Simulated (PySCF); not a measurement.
# CH4O2Si: the cost of one run

Program: PySCF 2.14.0. Level of theory: levels as typed in each script, gas phase, geometry from GFN2-xTB. These are calculated values, not measurements.

## 1. The system as given

SMILES `O=C[SiH2]O`, 8 atoms, charge 0, spin multiplicity 1.

Bond lengths: O1–C2 1.209 Å, C2–Si3 1.919 Å, C2–H5 1.109 Å, Si3–O4 1.616 Å, Si3–H6 1.454 Å, Si3–H7 1.463 Å, O4–H8 0.957 Å. Angles: O1–C2–Si3 120.5°, O1–C2–H5 119.0°, Si3–C2–H5 120.4°, C2–Si3–O4 106.1°, C2–Si3–H6 108.6°, C2–Si3–H7 108.3°, O4–Si3–H6 109.8°, O4–Si3–H7 110.0°, H6–Si3–H7 113.8°, Si3–O4–H8 119.7°.

Coordinates:

| atom | x (Å) | y (Å) | z (Å) |
| --- | --- | --- | --- |
| O1 | -1.7639 | 0.5873 | -0.0048 |
| C2 | -1.1878 | -0.4754 | 0.0064 |
| Si3 | 0.7300 | -0.5453 | -0.0024 |
| O4 | 1.2344 | 0.9901 | 0.0053 |
| H5 | -1.7837 | -1.4102 | 0.0211 |
| H6 | 1.1754 | -1.2161 | 1.2089 |
| H7 | 1.1590 | -1.2055 | -1.2349 |
| H8 | 0.5920 | 1.6998 | -0.0047 |

## 2. Localised orbitals (TPSSh/def2-svpd)

File input.py:

```python
import numpy as np
from pyscf import gto, scf, dft, lo
from pyscf.data.elements import chemcore

def solve(mol, dm0=None, hcore=None):
    mf = (dft.UKS if mol.spin else dft.RKS)(mol, xc='tpssh')
    mf.grids.level = 3
    mf = mf.density_fit(auxbasis='def2-universal-jkfit')
    mf.conv_tol, mf.max_cycle = 1e-8, 80
    if hcore is not None:
        mf.get_hcore = lambda *args: hcore
    mf.kernel(dm0)
    if not mf.converged:
        mf = mf.newton().run(mf.mo_coeff, mf.mo_occ, max_cycle=30)
    assert mf.converged, 'SCF not converged'
    return mf

mol = gto.M(atom='''
O     -1.76392     0.58729    -0.00482
C     -1.18775    -0.47544     0.00642
Si     0.73001    -0.54533    -0.00235
O      1.23437     0.99012     0.00532
H     -1.78367    -1.41022     0.02113
H      1.17537    -1.21608     1.20891
H      1.15898    -1.20554    -1.23495
H      0.59197     1.69982    -0.00467
''', basis='def2-svpd', charge=0, spin=0, verbose=4)
mf = solve(mol)
occ_all = mf.mo_coeff[:, mf.mo_occ > 0]
occ = occ_all[:, chemcore(mol):]
pm = lo.PM(mol, occ, pop_method='meta_lowdin')
loc = pm.kernel()
for _ in range(5):
    new, stable = pm.stability_jacobi(return_status=True)
    if stable:
        break
    loc = pm.kernel(new)
fock, s = mf.get_fock(), mf.get_ovlp()
ortho = lo.orth_ao(mol, 'meta_lowdin')
labels = mol.ao_labels(fmt=None)
vir = loc[:, :0]
both = np.hstack([loc, vir])
p = (ortho.T @ s @ both) ** 2
pop = np.array([p[[l[0] == a for l in labels]].sum(0) for a in range(mol.natm)])
spd = np.array([[p[[l[0] == a and l[2][-1] == k for l in labels]].sum(0) for k in 'spd'] for a in range(mol.natm)])
eps = np.einsum('pi,pq,qi->i', both, fock, both)
for i in np.argsort(eps):
    top = np.argsort(-pop[:, i])[:3]
    print('%3d %s %9.4f Eh ' % (i + 1, 'occ' if i < loc.shape[1] else 'vir', eps[i]), '  '.join('%s%d %.3f' % (mol.atom_symbol(a), a + 1, pop[a, i]) for a in top))
np.savez('result.npz', c=both, nocc=loc.shape[1], pop=pop, spd=spd, eps=eps, e=mf.e_tot)
```

The run is started by

```bash
$ OMP_NUM_THREADS=1 python input.py
```

Q: Estimate wall time and peak memory on 1 thread of Intel Xeon Platinum 8259CL at 2.50GHz (Skylake/Cascade Lake), shared host.

About 17 s, with a peak of 0.57 GiB.
